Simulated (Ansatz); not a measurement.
# W (fcc type): the cost of one run

Computed with Ansatz 0.2.0 (DFT LDA, with the methods named in each step, unless a step's input says otherwise).

1 further run of the same task is left out (it didn't finish).

### Step 1. The starting structure

It takes space group Fm-3m (No. 225, cubic). The conventional cell has a = 3.950 Å, b = 3.950 Å, c = 3.950 Å, α = 90.00°, β = 90.00°, γ = 90.00°. W (site symmetry m-3m) has 12 W at 2.79 Å as nearest neighbours.

Structure file:

```
W
1.0
     0.00000    1.97515    1.97515
     1.97515    0.00000    1.97515
     1.97515    1.97515    0.00000
W
1
Direct
  0.00000 0.00000 0.00000
```

### Step 2. Fcc relaxed, PAW

input.yaml

```yaml
crystal:
  lattice:
    - [0.0, 1.9751508724, 1.9751508724]
    - [1.9751508724, 0.0, 1.9751508724]
    - [1.9751508724, 1.9751508724, 0.0]
  atoms:
    - { symbol: W, position: [0.0, 0.0, 0.0] }
kpoints:
  mp_grid: { grid: [18, 18, 18] }
scf:
  occupations: { method: fermi_dirac, width: 0.05 }
hamiltonian:
  xc: lda
  pseudopotentials: { kind: paw_fr }
output:
  forces: true
  stress: true
relax:
  f_tol: 0.005
  max_steps: 40
  cell: {}
magnetization:
  noncollinear: true
  spin_orbit: true
```

On the command line:

```console
> ansatz run input.yaml --threads 2 --pin off --max-ram 5120MiB --backend cpu --events-out ev --progress --plain --runs-dir out
```

**Question.** How long does this run take on 2 threads of Arm Neoverse V2, shared host, and how much memory does it need?

About 14 s, with a peak of 0.41 GiB.
